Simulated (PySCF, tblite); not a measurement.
**C6H7ClFSi+: geometry, infrared bands and NMR shifts**

What infrared bands and NMR shifts should C6H7ClFSi+ (`F[C@@H](Cl)C1=CC=CC[SiH+]1`) show?

Programs: tblite 0.8.0 and PySCF 2.14.0, with density-fitted response routines of our own. Each step states its level of theory. These are calculated values for one molecule in the gas phase, unless marked as measured. Atoms are numbered from 0 throughout.

## (1) The starting structure

16 atoms, charge 1, multiplicity 1; geometry from: force field or distance geometry start.

Bonds of the start (Å): F0–C1 1.36, C1–Cl2 1.80, C1–C3 1.50, C3–C4 1.35, C4–C5 1.45, C5–C6 1.34, C6–C7 1.51, C7–Si8 1.88, Si8–C3 1.87, C1–H9 1.09, C4–H10 1.09, C5–H11 1.09, C6–H12 1.10, C7–H13 1.10, C7–H14 1.10, Si8–H15 1.47.

## (2) Optimising the geometry with GFN2-xTB

What the job is given:

```
{"job": {"kind": "relax", "xc": "GFN2-xTB", "basis": "xTB"}, "charge": 1, "multiplicity": 1}
F      3.071600     0.986600    -0.410200
C      2.439000    -0.213800    -0.280700
Cl     3.234900    -1.079300     1.084400
C      0.973900    -0.034800    -0.020100
C      0.416200     1.130900     0.354400
C     -1.000000     1.377900     0.569800
C     -1.991800     0.502200     0.374500
C     -1.855100    -0.923200    -0.088800
Si    -0.093500    -1.547100    -0.306100
H      2.633500    -0.779100    -1.187000
H      1.056000     2.001400     0.490000
H     -1.245500     2.378800     0.919500
H     -3.015100     0.833400     0.588600
H     -2.364700    -1.579200     0.625400
H     -2.395700    -1.020500    -1.044200
H      0.128600    -2.025100    -1.680800
```

Command:

```sh
> OMP_NUM_THREADS=1 python probes_run.py task.json out
```

The driver reads the jobs from task.json and runs them one after another.

**Question.** This job is followed by: GFN2-xTB harmonic vibrations, gas phase; GIAO PBE0/pcSseg-1 NMR shielding, non-relativistic, gas phase. What will the session give for the following? strongest single infrared mode (GFN2-xTB); zero-point energy (GFN2-xTB); 13C shifts against TMS (PBE0/pcSseg-1); 1H shifts against TMS (PBE0/pcSseg-1); 19F shifts against CFCl3 (PBE0/pcSseg-1); 35Cl shifts against HCl (PBE0/pcSseg-1); 29Si shifts against TMS (PBE0/pcSseg-1).

As calculated:

| quantity | value |
| --- | --- |
| strongest single infrared mode (GFN2-xTB) | 1525 cm⁻¹, 164 km/mol |
| zero-point energy (GFN2-xTB) | 68.3 kcal/mol |
| 13C shifts against TMS (PBE0/pcSseg-1) | 169.9, 166.8, 164.6, 132.2, 109.6, 41.2 ppm |
| 1H shifts against TMS (PBE0/pcSseg-1) | 9.43, 8.64, 8.05, 7.59, 7.00, 3.77, 3.67 ppm |
| 19F shifts against CFCl3 (PBE0/pcSseg-1) | -108.6 ppm |
| 35Cl shifts against HCl (PBE0/pcSseg-1) | 426 ppm |
| 29Si shifts against TMS (PBE0/pcSseg-1) | 278.4 ppm |

**Reading.** The optimisation took 180 steps and gained 0.877 eV; among the close pairs (by a distance rule), Si8–H15 changed most, from 1.472 to 1.449 Å. All 42 modes are real, so the xTB geometry is a minimum. The strongest single mode, at 1525 cm⁻¹, moves mainly C4 and C3. GFN2-xTB is a fitted tight-binding method: band positions and strengths are rough. Its intensities can rank the bands wrongly. At PBE0/pcSseg-1: Shielding is most anisotropic at Cl2 (span 670 ppm, paramagnetic term -622 ppm). At PBE0/pcSseg-1, counted by nearest atom on the grid, the HOMO lies on C3, C5, C6 about 21 % each; Cl2 14 %, the LUMO on Si8 46 %; C4 14 %.
